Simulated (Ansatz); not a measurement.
# C2H5AlS: how energies converge with the basis set

An exercise on one series of results from a longer session: the logs are not shown, and one member is left open.

Method: one geometry, several basis sets; program: Ansatz 0.2.0, Gaussian basis.

The runs, in order: PBE0-D4/def2-SVP; ωB97M-V/def2-SVP; PBE0-D4/def2-QZVPP; ωB97M-V/def2-QZVPP; the functionals' def2-TZVPP values are taken from earlier runs.

## Structure used throughout

An earlier PBE0-D4 in a triple-zeta def2 set relaxation fixed the geometry.

9 atoms, charge 0, spin multiplicity 1.

Atoms are counted from 1 here; the program's logs count them from 0.

Bond lengths: C1–Al2 1.935 Å, C1–H5 1.092 Å, C1–H6 1.093 Å, C1–H7 1.094 Å, Al2–C3 1.914 Å, Al2–S4 2.120 Å, C3–S4 1.912 Å, C3–H8 1.088 Å, C3–H9 1.088 Å. Angles: Al2–C1–H5 111.3°, Al2–C1–H6 111.0°, Al2–C1–H7 110.2°, H5–C1–H6 108.6°, H5–C1–H7 108.1°, H6–C1–H7 107.5°, C1–Al2–C3 154.9°, C1–Al2–S4 148.8°, C3–Al2–S4 56.3°, Al2–C3–S4 67.3°, Al2–C3–H8 123.0°, Al2–C3–H9 122.9°, S4–C3–H8 110.9°, S4–C3–H9 110.9°, H8–C3–H9 111.0°, Al2–S4–C3 56.4°.

Set-up of the first run:

Input file in.yaml:

```yaml
crystal:
  periodic: [false, false, false]
  atoms:
    - {symbol: C, position_ang: [-0.363028, 1.528533, -0.953707]}
    - {symbol: Al, position_ang: [0.030011, -0.199727, -0.178283]}
    - {symbol: C, position_ang: [0.372998, -1.418441, 1.257389]}
    - {symbol: S, position_ang: [0.435136, -2.261513, -0.457688]}
    - {symbol: H, position_ang: [-0.655255, 1.435966, -2.001323]}
    - {symbol: H, position_ang: [-1.168574, 2.027466, -0.409577]}
    - {symbol: H, position_ang: [0.518183, 2.174157, -0.902467]}
    - {symbol: H, position_ang: [1.336010, -1.486840, 1.758139]}
    - {symbol: H, position_ang: [-0.417083, -1.845900, 1.870518]}
basis:
  gaussian: {orbitals: def2-SVP}
hamiltonian: {xc: pbe0, dispersion: d4}
output: {orbitals: {seedname: orbitals}}
```

Launch:

```sh
$ ansatz run in.yaml --threads 2 --pin off --events-out ev --progress --plain --max-ram 4352MiB
```

Among the steps run: PBE0-D4 in def2-SVP; ωB97M-V in def2-SVP; PBE0-D4 in def2-QZVPP; ωB97M-V in def2-QZVPP.

One of the session's tables, all rows but one given; the rest of the session is left out.

It belongs to the step «Functionals by basis». 

```
functional       basis  HOMO (eV)
   PBE0-D4    def2-SVP      -6.58
   PBE0-D4  def2-TZVPP          ?
   PBE0-D4  def2-QZVPP      -6.66
   ωB97M-V    def2-SVP      -8.68
   ωB97M-V  def2-TZVPP      -8.76
   ωB97M-V  def2-QZVPP      -8.78
```

**Question.** Estimate the row for PBE0-D4, def2-TZVPP.

**Answer.** HOMO (eV): -6.64. In the column «HOMO (eV)» it lies between PBE0-D4, def2-QZVPP (-6.66) and PBE0-D4, def2-SVP (-6.58).
